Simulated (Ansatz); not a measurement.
**SiTe4H: a trial structure relaxed**

The task: take a trial cell of SiTe4H to zero force and stress.

Computed with Ansatz 0.2.0 (DFT PBE, scalar-relativistic, plane waves, PAW, unless a step's input says otherwise).

### Step 1. Starting point

It takes space group P4/mmm (No. 123, tetragonal). The conventional cell has a = 6.220 Å, b = 6.220 Å, c = 4.914 Å, α = 90.00°, β = 90.00°, γ = 90.00°. Si (site symmetry 4/mmm) has 16 Te at 4.19 Å as nearest neighbours. Te (site symmetry m2m) has 1 H at 1.76 Å as nearest neighbours. Around H (site symmetry 4/mmm) lie 4 Te at 1.76 Å.

As a file:

```cif
data_structure
_symmetry_space_group_name_H-M 'P4/mmm'
_symmetry_Int_Tables_number 123
_cell_length_a 6.2196
_cell_length_b 6.2196
_cell_length_c 4.9139
_cell_angle_alpha 90.000
_cell_angle_beta 90.000
_cell_angle_gamma 90.000
_cell_volume 190.09
loop_
_atom_site_label
_atom_site_type_symbol
_atom_site_symmetry_multiplicity
_atom_site_Wyckoff_symbol
_atom_site_fract_x
_atom_site_fract_y
_atom_site_fract_z
_atom_site_occupancy
Si1 Si 1 a 0.00000 0.00000 0.00000 1
Te1 Te 4 o 0.21653 0.50000 0.50000 1
H1 H 1 d 0.50000 0.50000 0.50000 1
```

The cell is invented: random cell by space group and Wyckoff sites (P4/mmm, No. 123). Lengths come from tabulated atomic sizes and are only a guess.

### Step 2. The guess as it stands, on a coarse mesh

Input file input.yaml:

```yaml
crystal:
  lattice:
    - [6.21956253, 0.0, 0.0]
    - [0.0, 6.21956253, 0.0]
    - [0.0, 0.0, 4.91392365]
  atoms:
    - { symbol: Si, position: [0.0, 0.0, 0.0] }
    - { symbol: Te, position: [0.21653322, 0.5, 0.5] }
    - { symbol: Te, position: [0.78346678, 0.5, 0.5] }
    - { symbol: Te, position: [0.5, 0.78346678, 0.5] }
    - { symbol: Te, position: [0.5, 0.21653322, 0.5] }
    - { symbol: H, position: [0.5, 0.5, 0.5] }
basis:
  ecutwfc: 420
kpoints:
  mp_grid: { grid: [4, 4, 4] }
hamiltonian:
  xc: pbe
scf:
  occupations: { method: gaussian, width: 0.1 }
  lower_state_search: "off"
output:
  forces: true
  stress: true
  eigenvalues: true
```

Run with:

```sh
> ansatz run input.yaml --threads 1 --pin off --max-ram 2560MiB --backend cpu --events-out ev --progress --plain --runs-dir out
```

Further runs follow: coarse relaxation; full relaxation.

Before running it: what results should come out? Wanted: conventional cell; volume; energy over the elements; gap on the mesh.

**Answer**, as computed:

| quantity | value |
| --- | --- |
| symmetry at the end (tolerance 0.05 Å) | space group P4/mmm (No. 123) |
| conventional cell | a = 7.636 Å, b = 7.636 Å, c = 3.046 Å, α = 90.00°, β = 90.00°, γ = 90.00° |
| volume | 29.60 Å³/atom |
| energy over the elements (uncorrected; H, N, O, F and Cl as molecules) | +0.77 eV/atom |
| gap on the mesh | none (metal) |

**Reading.** The space group P4/mmm (No. 123) is kept, and the volume per atom shrinks by 6.6 % from the first guess. With a positive formation energy it can't be a ground state. No finished test with a distortion of lower symmetry is shown, so the end may be a saddle point. Spin-orbit coupling is left out for Te.
